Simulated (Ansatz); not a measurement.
**GdZr: how the settings move a single-point run**

How sensitive is a single-point run of GdZr to its settings? A reference run comes first, then one run with altered input.

Method: reference: DFT, PBEsol, all-electron PAW with datasets made for the crystal, scalar-relativistic, in Ansatz 0.2.0.

### 1 Starting point

Symmetry: P-6m2, No. 187, hexagonal system. The conventional cell has a = 3.177 Å, b = 3.177 Å, c = 5.098 Å, α = 90.00°, β = 90.00°, γ = 120.00°. Gd (site symmetry -6m2) has 6 Zr at 3.14 Å and 6 Gd at 3.18 Å as nearest neighbours. Around Zr (site symmetry -6m2) lie 6 Gd at 3.14 Å and 6 Zr at 3.18 Å.

As a file:

```
CELL_PARAMETERS angstrom
3.17666 0.00000 0.00000
-1.58833 2.75107 0.00000
0.00000 0.00000 5.09757
ATOMIC_POSITIONS crystal
Gd 0.66667 0.33333 0.50000
Zr 0.33333 0.66667 0.00000
```

### 2 Reference

Contents of input.yaml:

```yaml
crystal:
  lattice:
    - [3.1766640571, 0.0, 0.0]
    - [-1.5883320286, 2.7510717728, 0.0]
    - [0.0, 0.0, 5.0975652862]
  atoms:
    - { symbol: Gd, position: [0.6666666667, 0.3333333333, 0.5], spin: 7.0 }
    - { symbol: Zr, position: [0.3333333333, 0.6666666667, 0.0] }
magnetization:
  spin_polarized: true
kpoints:
  mp_grid: { grid: [11, 11, 6] }
scf:
  occupations: { method: fermi_dirac, width: 0.05 }
hamiltonian:
  xc: pbesol
  pseudopotentials: { kind: all_electron, datasets: crystal }
output:
  forces: true
  stress: true
  eigenvalues: false
```

Command:

```bash
ansatz run input.yaml --threads 1 --pin off --max-ram 3072MiB --backend cpu --events-out ev --progress --plain --runs-dir out
```

### 3 Variant: occupations.method cold, xc lda

input.yaml: that of step 2 with these lines changed.

```diff
@@ -13,5 +13,5 @@
 scf:
-  occupations: { method: fermi_dirac, width: 0.05 }
+  occupations: { method: cold, width: 0.05 }
 hamiltonian:
-  xc: pbesol
+  xc: lda
   pseudopotentials: { kind: all_electron, datasets: crystal }
```

Q: Predict the outcome of this session. Wanted: for each run, ending; energy change; pressure; abs. moment; force.

As calculated:

| run | ending | energy change | pressure (GPa) | abs. moment (μB) | force (eV/Å) | cycles | time |
| --- | --- | --- | --- | --- | --- | --- | --- |
| reference | converged | - | 11.2 | 7.37 | 0.00 | 9 | 36 s |
| 1: occupations.method cold, xc lda | converged | not comparable | 7.7 | 7.27 | 0.00 | 9 | 35 s |

Residual by cycle in the longest SCF loop of each run; runs are numbered as in the table. The quantity is the density residual dr2, in eV.

| cycle | reference | run 1 |
| --- | --- | --- |
| 1 | 0.00281 | 0.00688 |
| 2 | 0.00472 | 0.00903 |
| 3 | 8.7e-4 | 0.00172 |
| 4 | 3.2e-4 | 2.2e-4 |
| 5 | 4.1e-5 | 1.4e-4 |
| 6 | 2.4e-5 | 3.2e-6 |
| 7 | 3.4e-7 | 4.5e-6 |
| 8 | 9.1e-8 | 4.8e-8 |
| 9 | 9.2e-9 | 8.5e-9 |

What this shows: A change of functional puts the total energy on another scale; the pressure goes from 11.2 to 7.7 GPa and the absolute moment goes from 7.37 to 7.27 μB. The smearing changed too.
